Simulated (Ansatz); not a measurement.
# Manganese, beta-Sn type under LDA: ground state and equation of state

Aim: take manganese in the beta-Sn type structure, relax it, solve it on a dense k-mesh, switch on spin-orbit coupling, then scale the cell to 7 volumes from 88 to 112 % of the relaxed one and try a fit of the equation of state. The k-meshes are 14×14×10 for the relaxation; 24×24×13 for the dense run; 15×15×8 for spin-orbit coupling; 17×17×9 for the volumes.

Program: Ansatz 0.2.0. Level of theory: DFT LDA (PW92), plane waves (420 eV) with PAW, scalar-relativistic; the PAW data stem from PBE, with regenerated cores. These are calculated values, not measurements.

### Step 1. The starting structure

It takes space group I4_1/amd (No. 141, tetragonal). The conventional cell has a = 4.488 Å, b = 4.488 Å, c = 2.450 Å, α = 90.00°, β = 90.00°, γ = 90.00°. Mn (site symmetry -4m2) is surrounded by 6 Mn at 2.33 to 2.45 Å.

Coordinates:

```xyz
2
Lattice="-2.2439 2.2439 1.2251 2.2439 -2.2439 1.2251 2.2439 2.2439 -1.2251" Properties=species:S:1:pos:R:3 pbc="T T T"
Mn    0.0000    0.0000    0.0000
Mn    0.0000    2.2439    0.6126
```

### Step 2. Geometry optimisation

Contents of input.yaml:

```yaml
crystal:
  lattice:
    - [-2.2438589898, 2.2438589898, 1.2251470084]
    - [2.2438589898, -2.2438589898, 1.2251470084]
    - [2.2438589898, 2.2438589898, -1.2251470084]
  atoms:
    - { symbol: Mn, position: [0.0, 0.0, 0.0] }
    - { symbol: Mn, position: [0.75, 0.25, 0.5] }
hamiltonian:
  xc: lda
  pseudopotentials:
    kind: paw
    azcp:
      Mn: "pseudopotentials/Mn.paw.azcp"
basis:
  ecutwfc: 420
  fft_grid_basis: typed
kpoints:
  mp_grid: { grid: [14, 14, 10], shift: [0, 0, 0] }
magnetization:
  spin_polarized: false
scf:
  occupations: { method: fermi_dirac, width: 0.1 }
relax:
  max_steps: 60
  f_tol: 0.01
  cell: {}
```

After this run come: The energy on a finer k-mesh; A two-component run at the same geometry; Equation of state: 88 %; Equation of state: 92 %; Equation of state: 96 %; Equation of state: 100 %; Equation of state: 104 %; Equation of state: 108 %; Equation of state: 112 %.

Q: Predict the outcome of this session. Wanted: space group; conventional cell; volume; shortest distance; gap on the mesh; V₀, B₀, B₀′.

**Answer**, as computed:

| quantity | value |
| --- | --- |
| space group (spins left aside) | P6_3/mmc (No. 194) |
| conventional cell | a = 2.433 Å, c = 3.922 Å (c/a = 1.612) |
| volume | 10.050 Å³/atom |
| shortest distance | 2.412 Å |
| gap on the mesh | none (levels filled in part) |
| V₀, B₀, B₀′ | 10.037 Å³/atom, 332 GPa, 4.3 |

In words: From the guessed start the volume shrank by 18.5 % in 27 steps. The cell has left its prototype: it ends as hcp. What follows belongs to that structure, not to the type named at the start. The mesh has less symmetry than the lattice, which may have let the distortion in. Levels at the Fermi energy are filled in part, as in a metal. The total energy of the spin-orbit run lies -0.15 eV/atom from the scalar one, but the two kinds of run don't share a zero of energy: only differences within one kind count. B₀ comes out at 332 GPa, among the stiffest elements; letting shape and positions relax at each volume could only lower it.
